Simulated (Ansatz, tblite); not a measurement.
# GaH2(CH2SiH3) (CH7GaSi): a ladder of methods and basis sets

How do method and basis change the picture of GaH2(CH2SiH3) (CH7GaSi) (singlet)?

Computed with Ansatz 0.2.0, Gaussian basis. Level: as each input shows.

The runs, in order: GFN1-xTB, GFN2-xTB, PBE-D4/def2-TZVP, r2SCAN-D4/def2-TZVP, revPBE-D4/def2-TZVP, HF/def2-TZVP, LDA/def2-TZVP, PBE-QIDH/def2-TZVP, BHLYP-D4/def2-TZVP, LC-ωPBE/def2-TZVP, HSE06-D4/def2-TZVP, PBE-D4/def2-SVP, PBE0-D4/def2-SVP, HF/STO-3G, HF/6-31G, B3LYP-D4/6-31G, CCSD(T)/def2-TZVPP, MP2/def2-TZVP, RPA/def2-TZVP.

### 1 The structure

The singlet was relaxed beforehand with PBE0-D4/def2-SVP.

10 atoms, charge 0, spin multiplicity 1.

Bond lengths: Ga1–H2 1.572 Å, Ga1–H3 1.572 Å, Ga1–C4 1.969 Å, C4–Si5 1.878 Å, C4–H6 1.103 Å, C4–H7 1.103 Å, Si5–H8 1.498 Å, Si5–H9 1.498 Å, Si5–H10 1.497 Å. Angles: H2–Ga1–H3 120.7°, H2–Ga1–C4 119.7°, H3–Ga1–C4 119.6°, Ga1–C4–Si5 112.8°, Ga1–C4–H6 109.6°, Ga1–C4–H7 109.6°, Si5–C4–H6 108.0°, Si5–C4–H7 108.0°, H6–C4–H7 108.7°, C4–Si5–H8 110.5°, C4–Si5–H9 110.4°, C4–Si5–H10 112.4°, H8–Si5–H9 107.5°, H8–Si5–H10 107.9°, H9–Si5–H10 108.0°.

PBE0-D4/def2-TZVP was run before; its log isn't repeated, and its numbers join the tables.

### 2 GFN1-xTB

Tight binding, by tblite at 300 K electronic temperature and without a spin-polarisation term:

```python
tblite.interface.Calculator('GFN1-xTB', numbers, positions, charge=0, uhf=0).singlepoint()
```

Energy -246.1301 eV, HOMO -11.42 eV, LUMO -5.70 eV; 0.005 s.

### 3 GFN2-xTB

Tight binding, by tblite at 300 K electronic temperature and without a spin-polarisation term:

```python
tblite.interface.Calculator('GFN2-xTB', numbers, positions, charge=0, uhf=0).singlepoint()
```

Energy -233.6334 eV, HOMO -10.72 eV, LUMO -5.88 eV; 0.003 s.

### 4 PBE-D4/def2-TZVP

start.molden holds the orbitals of an earlier run on this state, given as this run's starting guess.

Contents of in.yaml:

```yaml
crystal:
  periodic: [false, false, false]
  atoms:
    - {symbol: Ga, position_ang: [0.859538, 1.437849, -0.674028]}
    - {symbol: H, position_ang: [2.428922, 1.433125, -0.585375]}
    - {symbol: H, position_ang: [0.060677, 2.791646, -0.670399]}
    - {symbol: C, position_ang: [-0.117967, -0.269343, -0.752645]}
    - {symbol: Si, position_ang: [-0.577442, -0.924941, 0.946520]}
    - {symbol: H, position_ang: [-1.048959, -0.135487, -1.328734]}
    - {symbol: H, position_ang: [0.503605, -1.029165, -1.255301]}
    - {symbol: H, position_ang: [0.652045, -1.140009, 1.774699]}
    - {symbol: H, position_ang: [-1.442272, 0.060375, 1.670934]}
    - {symbol: H, position_ang: [-1.318168, -2.224059, 0.874339]}
basis:
  gaussian: {orbitals: def2-TZVP, initial_orbitals: start.molden}
hamiltonian: {xc: pbe, dispersion: d4}
scf: {omitted_lower_state_checks: [starts]}
output: {orbitals: {seedname: orbitals}}
```

Command:

```sh
$ ansatz run in.yaml --threads 4 --pin off --events-out ev --progress --plain --max-ram 3916MiB
```

Further steps of the session: r2SCAN-D4/def2-TZVP; revPBE-D4/def2-TZVP; HF/def2-TZVP; LDA/def2-TZVP; PBE-QIDH/def2-TZVP; BHLYP-D4/def2-TZVP; LC-ωPBE/def2-TZVP; HSE06-D4/def2-TZVP; PBE-D4/def2-SVP; PBE0-D4/def2-SVP; HF/STO-3G; HF/6-31G; B3LYP-D4/6-31G; CCSD(T)/def2-TZVPP; MP2/def2-TZVP; RPA/def2-TZVP.

Q: Predict the results of all the runs planned. Wanted: gap in def2-TZVP, named functionals and Hartree-Fock, smallest and largest; correlation energy, CCSD(T)/def2-TZVPP; correlation energy, MP2/def2-TZVP; binding an atom, CCSD(T)/def2-TZVPP; PBE0 total energy, smallest basis above largest.

As calculated:

| quantity | value |
| --- | --- |
| gap in def2-TZVP, named functionals and Hartree-Fock, smallest and largest | 4.29 eV (LDA), 12.03 eV (HF) |
| correlation energy, CCSD(T)/def2-TZVPP | -16.48 eV |
| correlation energy, MP2/def2-TZVP | -14.21 eV |
| binding an atom, CCSD(T)/def2-TZVPP | 3.049 eV |
| PBE0 total energy, smallest basis above largest | 10.68 eV (def2-SVP, def2-TZVP) |

Orbital gaps of the named functionals and Hartree-Fock in def2-TZVP span 4.29 eV (LDA) to 12.03 eV (HF); exact exchange widens it. A small miss in a minimal or small basis is a cancelling of errors, not accuracy. The functionals in def2-TZVP miss CCSD(T)/def2-TZVPP by -0.031 (revPBE-D4) to +0.370 eV (LDA) an atom. CCSD(T)/def2-TZVPP isn't at the basis-set limit; small misses against it rank nothing.
